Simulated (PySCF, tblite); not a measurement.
# C₆H₉NO: geometry, infrared bands and NMR shifts

What infrared bands and NMR shifts should C₆H₉NO (`N#C[C@H]1CCCOC1`) show?

Programs: tblite 0.8.0 and PySCF 2.14.0, with density-fitted response routines of our own. Each step states its level of theory. These are calculated values for one molecule in the gas phase, unless marked as measured. Atoms count from 0, in the outputs and in this text.

### 1 The starting structure

17 atoms, charge 0, multiplicity 1; geometry from: force field or distance geometry start.

Bonds of the start (Å): N0–C1 1.18, C1–C2 1.45, C2–C3 1.53, C3–C4 1.52, C4–C5 1.52, C5–O6 1.43, O6–C7 1.44, C7–C2 1.54, C2–H8 1.10, C3–H9 1.10, C3–H10 1.11, C4–H11 1.10, C4–H12 1.10, C5–H13 1.10, C5–H14 1.09, C7–H15 1.09, C7–H16 1.10.

### 2 Geometry optimisation with GFN2-xTB

What the job is given:

```
{"job": {"kind": "relax", "xc": "GFN2-xTB", "basis": "xTB"}, "charge": 0, "multiplicity": 1}
N      3.529900     0.278200     0.703500
C      2.449700     0.251600     0.239500
C      1.109900     0.200900    -0.315300
C      0.377600    -1.080800     0.069000
C     -1.079700    -1.056900    -0.369400
C     -1.765700     0.225900     0.080800
O     -1.039500     1.372500    -0.382400
C      0.297800     1.421600     0.146300
H      1.171100     0.225800    -1.413100
H      0.880000    -1.959800    -0.353700
H      0.408200    -1.223100     1.165700
H     -1.107000    -1.104700    -1.470900
H     -1.620600    -1.928900     0.013900
H     -1.840100     0.264000     1.173200
H     -2.776300     0.288600    -0.327300
H      0.749400     2.343700    -0.209500
H      0.248500     1.493400     1.239800
```

On the command line:

```bash
OMP_NUM_THREADS=1 python probes_run.py task.json out
```

This one command runs all jobs of the session in turn.

**Question.** This job is followed by: GFN2-xTB harmonic vibrations, gas phase; GIAO PBE0/pcSseg-1 NMR shielding, non-relativistic, gas phase. What will the session give for the following? strongest single infrared mode (GFN2-xTB); zero-point energy (GFN2-xTB); ¹³C shifts against TMS (PBE0/pcSseg-1); ¹H shifts against TMS (PBE0/pcSseg-1); ¹⁵N shifts against NH3 (PBE0/pcSseg-1); ¹⁷O shifts against H2O (PBE0/pcSseg-1).

The runs gave:

| quantity | value |
| --- | --- |
| strongest single infrared mode (GFN2-xTB) | 2408 cm⁻¹, 219 km/mol |
| zero-point energy (GFN2-xTB) | 88.8 kcal/mol |
| ¹³C shifts against TMS (PBE0/pcSseg-1) | 124.5, 73.5, 71.3, 32.4, 28.9, 27.6 ppm |
| ¹H shifts against TMS (PBE0/pcSseg-1) | 4.33, 4.12, 3.44, 3.39, 2.34, 2.22, 1.56, 1.55, 1.40 ppm |
| ¹⁵N shifts against NH3 (PBE0/pcSseg-1) | 300.8 ppm |
| ¹⁷O shifts against H2O (PBE0/pcSseg-1) | 53.2 ppm |

What this shows: The optimisation took 41 steps and gained 0.146 eV; among the close pairs (by a distance rule), O6–C7 changed most, from 1.439 to 1.402 Å. No mode is imaginary among the 45: a minimum at this level. The strongest single mode, at 2408 cm⁻¹, moves mainly C1 and N0. GFN2-xTB is a fitted tight-binding method: band positions and strengths are rough. Its intensities can rank the bands wrongly. The most deshielded carbon is C1 (nitrile carbon), at 124.5 ppm: typical of a nitrile. At PBE0/pcSseg-1: The largest span, 494 ppm, is at N0, where the paramagnetic term is -373 ppm.
